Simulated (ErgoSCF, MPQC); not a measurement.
# GeH2O (SMILES [OH][GeH]), step by step

Wanted: a series of 15 runs (PBE0/cc-pVDZ, MP2/6-31G*, ZAPT2/6-31G*, HF/6-311G**) of GeH2O. The setting varied is the radint, SCF convergence threshold, subspace error. 

The calculation is run with ErgoSCF 3.8, MPQC 2.3.1.

10 further runs of the same task are left out: 10 set aside as unsound or not needed.

## Step 1: Starting point

GeH2O has 4 atoms, charge 0, and is taken as a singlet. SMILES: `[OH][GeH]`. The shape comes from GFN2-xTB, which is rough for such elements, and wasn't checked as a minimum.

Bond lengths: O1–Ge2 1.765 Å, O1–H3 0.956 Å, Ge2–H4 1.650 Å. Angles: O1–Ge2–H4 91.0°, Ge2–O1–H3 121.9°.

## Step 2: The energy at PBE0/cc-pVDZ (run 1)

File run.inp:

```
# PBE0 on GeH2O
set_nthreads(1)
molecule_inline
O     -0.13932951    -1.17830093     0.91135822
Ge     0.99824783     1.13113337    -1.20808301
H      0.89601364    -2.54534771     1.47674538
H     -1.75495086     2.59251527    -1.18002058
EOF
XC.radint = 1e-07
basis = "cc-pVDZ"
scf.use_diagonalization = 1
scf.output_mulliken_pop = 1
scf.convergence_threshold = 1e-06
scf.max_number_of_iterations = 70
tmpdir = "."
run "PBE0"
```

The basis set cc-pVDZ is read from a file made from the Basis Set Exchange's data (not shown).

Command:

```sh
$ ergo < run.inp
```

Log:

```text
[...]
INDF Weighted mixed functional:
[...]
INSC Energy   1 =      -1166.43767551120
[...]
INDE E_LUMO =         -0.07487309429
[...]
INSC Energy  22 =      -2153.04068853249  ( diff     -0.000000000046839 )
[...]
RESC CONVERGED after  22 iterations.
RESC FINAL ENERGY:      -2153.04068853249
[...]
INSC SCF: dipole_moment_x [atomic units] =       0.52284587
INSC SCF: dipole_moment_y [atomic units] =      -0.31899983
INSC SCF: dipole_moment_z [atomic units] =       0.01981026
[...]
```

Run time: 1.8 min. Hardware: 1 thread of Arm Neoverse N1, shared host; peak memory 0.26 GiB.

## Step 3: The energy at PBE0/cc-pVDZ (run 2)

Edit run.inp of step 2 so:

```diff
@@ -8,3 +8,3 @@
 EOF
-XC.radint = 1e-07
+XC.radint = 1e-09
 basis = "cc-pVDZ"
```

The basis set cc-pVDZ is read from a file made from the Basis Set Exchange's data (not shown).

Command:

```sh
$ ergo < run.inp
```

Log:

```text
[...]
INDF Weighted mixed functional:
[...]
INSC Energy   1 =      -1166.43802349913
[...]
INDE E_LUMO =         -0.07487271136
[...]
INSC Energy  22 =      -2153.04178071811  ( diff     -0.000000000052751 )
[...]
RESC CONVERGED after  22 iterations.
RESC FINAL ENERGY:      -2153.04178071811
[...]
INSC SCF: dipole_moment_x [atomic units] =       0.52284566
INSC SCF: dipole_moment_y [atomic units] =      -0.31900088
INSC SCF: dipole_moment_z [atomic units] =       0.01981110
[...]
```

Wall time 1.8 min (1 thread of Arm Neoverse N1, shared host); peak memory 0.26 GiB.

Runs 3 to 14 aren't shown in full; the table further down has their settings and results.

## Step 4: A single-point energy at HF/6-311G(d,p) (subspace error 1e-08) (run 15)

File run.inp:

```
# HF on GeH2O
set_nthreads(1)
molecule_inline Angstrom
O       -0.073730      -0.623530       0.482270
Ge       0.528250       0.598570      -0.639290
H        0.474150      -1.346940       0.781460
H       -0.928680       1.371900      -0.624440
EOF
scf.purification_subspace_err_limit = 1e-08
basis = "6-311G**"
scf.output_mulliken_pop = 1
scf.max_number_of_iterations = 70
tmpdir = "."
run "HF"
```

The basis set 6-311G** is read from a file made from the Basis Set Exchange's data (not shown).

Command:

```sh
$ ergo < run.inp
```

Log:

```text
[...]
INSC SCF_general constructor, number of basis functions: 74
[...]
INSC Energy   1 =      -1101.54175302864
[...]
INDE PURIFICATION CONVERGED after 66 iterations
[...]
INDE PURIFICATION CONVERGED after 57 iterations
[...]
INDE PURIFICATION CONVERGED after 49 iterations
[...]
INDE PURIFICATION CONVERGED after 49 iterations
[...]
INDE E(LUMO) - E(HOMO) <=          0.47565488520 =         12.94322886283 eV
[...]
INSC Energy  19 =      -2151.35807855917  ( diff      0.000000000000000 )
[...]
RESC CONVERGED after  19 iterations.
RESC FINAL ENERGY:      -2151.35807855917
[...]
INSC SCF: dipole_moment_x [atomic units] =       0.62906221
INSC SCF: dipole_moment_y [atomic units] =      -0.20650739
INSC SCF: dipole_moment_z [atomic units] =      -0.10399134
[...]
```

It took 41 s on 1 thread of Arm Neoverse N1, shared host; peak memory 0.26 GiB.

## Step 5: The series

```csv
run,level,radint,SCF convergence threshold,subspace error,partner,energy (Eh),wall time
1,PBE0/cc-pVDZ,1e-07,1e-06,–,base,-2153.040689,1.8 min
2,PBE0/cc-pVDZ,1e-09,1e-06,–,base,-2153.041781,1.8 min
3,PBE0/cc-pVDZ,1e-11,1e-06,–,base,-2153.041832,1.8 min
4,PBE0/cc-pVDZ,1e-13,1e-06,–,base,-2153.041842,1.8 min
5,MP2/6-31G* (spherical functions),–,1e-05,–,base,-2151.500855,5.4 s
6,ZAPT2/6-31G* (spherical functions),–,1e-05,–,triplet,-2151.422952,5.7 s
7,MP2/6-31G* (spherical functions),–,1e-06,–,base,-2151.500855,5.4 s
8,ZAPT2/6-31G* (spherical functions),–,1e-06,–,triplet,-2151.422952,5.7 s
9,MP2/6-31G* (spherical functions),–,1e-08,–,base,-2151.500855,5.4 s
10,ZAPT2/6-31G* (spherical functions),–,1e-08,–,triplet,-2151.422952,5.7 s
11,MP2/6-31G* (spherical functions),–,1e-10,–,base,-2151.500855,5.4 s
12,ZAPT2/6-31G* (spherical functions),–,1e-10,–,triplet,-2151.422952,5.7 s
13,HF/6-311G** (subspace error 0.0001),–,–,0.0001,base,-2151.358079,41 s
14,HF/6-311G** (subspace error 1e-06),–,–,1e-06,base,-2151.358079,41 s
15,HF/6-311G** (subspace error 1e-08),–,–,1e-08,base,-2151.358079,41 s
```

Convergence of the total energy of singlet GeH2O with the radint, against the last point:

```csv
radint,from the last (mEh),wall time
1e-07,+1.153,1.8 min
1e-09,+0.061,1.8 min
1e-11,+0.010,1.8 min
1e-13,+0.000,1.8 min
```

Convergence of the dipole moment of singlet GeH2O with the radint, against the last point:

```csv
radint,from the last (D),wall time
1e-07,-0.0000,1.8 min
1e-09,-0.0000,1.8 min
1e-11,+0.0000,1.8 min
1e-13,+0.0000,1.8 min
```

## Step 6: Results

| quantity | value |
| --- | --- |
| run 15, HF/6-311G**: total energy | -2151.35808 Eh |
| run 15, HF/6-311G**: dipole moment | 1.70 D |

In words: For the total energy of singlet GeH2O to stay within 1 mEh of the last point, 1e-09 is the first point of the series from which all later ones do (1.8 min against 1.8 min). For the total energy of singlet GeH2O to stay within 0.1 mEh of the last point, 1e-09 is the first point of the series from which all later ones do (1.8 min against 1.8 min). Over runs 1, 2, 3, 4, 13, 14, 15 the dipole moment (its size) runs from 1.56 D (PBE0/cc-pVDZ) to 1.70 D (HF/6-311G**). The two ends differ in method and basis. All runs together took 10 min, the longest 1.8 min.
